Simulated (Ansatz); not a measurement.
# BaPm: equation of state with PBE

The system is BaPm.

```
Pm Ba
1.0
     3.96751    0.00000    0.00000
    -1.98376    3.43597    0.00000
     0.00000    0.00000    6.52262
Pm Ba
1 1
Direct
  0.66667 0.33333 0.00000
  0.00000 0.00000 0.50000
```

The cell comes from a database or a generator and needn't be the stable form of this composition.

```
Program             : Ansatz 0.2.0
Task                : equation of state
Functional          : PBE
Potentials or basis : Ansatz PAW
Cutoff              : 590 eV
Density cutoff      : 2950 eV
k mesh              : 8 × 8 × 4
Occupations         : fermi-dirac, width 0.05 eV
Spin                : collinear spin, ferromagnetic start
Starting moments    : [4.0, 0.0] μB
```

| Quantity | Value |
| --- | --- |
| Equilibrium volume | 49.23 Å³/atom (rough: see the caveat) |
| Bulk modulus at fixed shape and positions | 11.1 GPa (rough) |

Energy against volume, from the lowest point:
| volume (Å³/atom) | energy (meV/atom) |
| --- | --- |
| 41.791 | 44.31 |
| 42.681 | 32.71 |
| 43.570 | 22.93 |
| 44.459 | 14.89 |
| 45.348 | 8.46 |
| 46.237 | 3.53 |
| 47.126 | 0.00 |

All runs of the series together: 7.1 min on 2 threads of Arm Neoverse V1, with other jobs on the host.

Caveat: the minimum lies outside the volumes run; the cell was scaled at fixed shape and fractional positions, which overstates the stiffness of a crystal with free parameters, most of all of layers and chains; without U or exact exchange the open f shell lies at the Fermi level, which spoils levels, moments and volumes. The state reached can hang on the start; a lower one may exist.
